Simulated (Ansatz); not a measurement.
Crystal: NiMoIrPdW.

```xyz
5
Lattice="2.3446 -1.4314 0.0091 2.3446 1.4314 0.0091 -2.2060 0.0000 10.9237" Properties=species:S:1:pos:R:3 pbc="T T T"
Ni    1.6857    0.0000    3.2343
Mo   -0.5221    0.0000    9.9690
Pd    0.0775    0.0000    5.3638
Ir    3.2778    0.0000    1.1936
W     1.6891    0.0000    7.5942
```

The cell was built by a generator and needn't be a form met in nature.

- Program: Ansatz 0.2.0
- Task: relaxation of cell and atoms
- Functional: BLYP
- Potentials or basis: Ansatz PAW
- Cutoff: 420 eV (not typed: the program's choice for these potentials)
- k mesh: 8 × 8 × 2
- Occupations: fermi-dirac, width 0.05 eV
- Spin: collinear spin, ferromagnetic start
- Starting moments: [1.0, 1.0, 0.0, 0.6, 0.0] μB

At the start: volume 14.68 Å³/atom.

Problem. How do energy, volume and symmetry change on relaxing?

Solution. It ends after 6 steps and the volume is 15.36 Å³/atom (+4.6 %); space group Cm (No. 8, to 0.05 Å); moment 0.00 μB per cell.

The path:
| step | energy change (eV) | largest force (eV/Å) | volume (Å³) |
| --- | --- | --- | --- |
| 1 | 0.0000 | 0.2584 | 73.38 |
| 2 | -0.1088 | 0.1078 | 76.88 |
| 3 | -0.1106 | 0.0424 | 76.76 |
| 4 | -0.1109 | 0.0084 | 76.78 |
| 5 | -0.1109 | 0.0031 | 76.79 |
| 6 | -0.1119 | 0.0031 | 76.79 |

Final structure:
```cif
data_structure
_symmetry_space_group_name_H-M 'P 1'
_symmetry_Int_Tables_number 1
_cell_length_a 2.7917
_cell_length_b 2.7917
_cell_length_c 11.3030
_cell_angle_alpha 99.320
_cell_angle_beta 99.320
_cell_angle_gamma 62.596
_cell_volume 76.79
loop_
_atom_site_label
_atom_site_type_symbol
_atom_site_fract_x
_atom_site_fract_y
_atom_site_fract_z
_atom_site_occupancy
Ni1 Ni 0.49689 0.49689 0.29431 1
Mo1 Mo 0.32143 0.32143 0.91199 1
Pd1 Pd 0.24794 0.24794 0.49135 1
Ir1 Ir 0.75053 0.75053 0.10768 1
W1 W 0.68320 0.68320 0.69468 1
```

Caveat: the plane-wave basis is chosen anew once the cell has moved, so the energies of steps on either side of that aren't comparable; the PAW data sets come from PBE, with cores solved anew for the run's functional, which leaves a small shift of forces and pressure; the starting moments weren't kept.
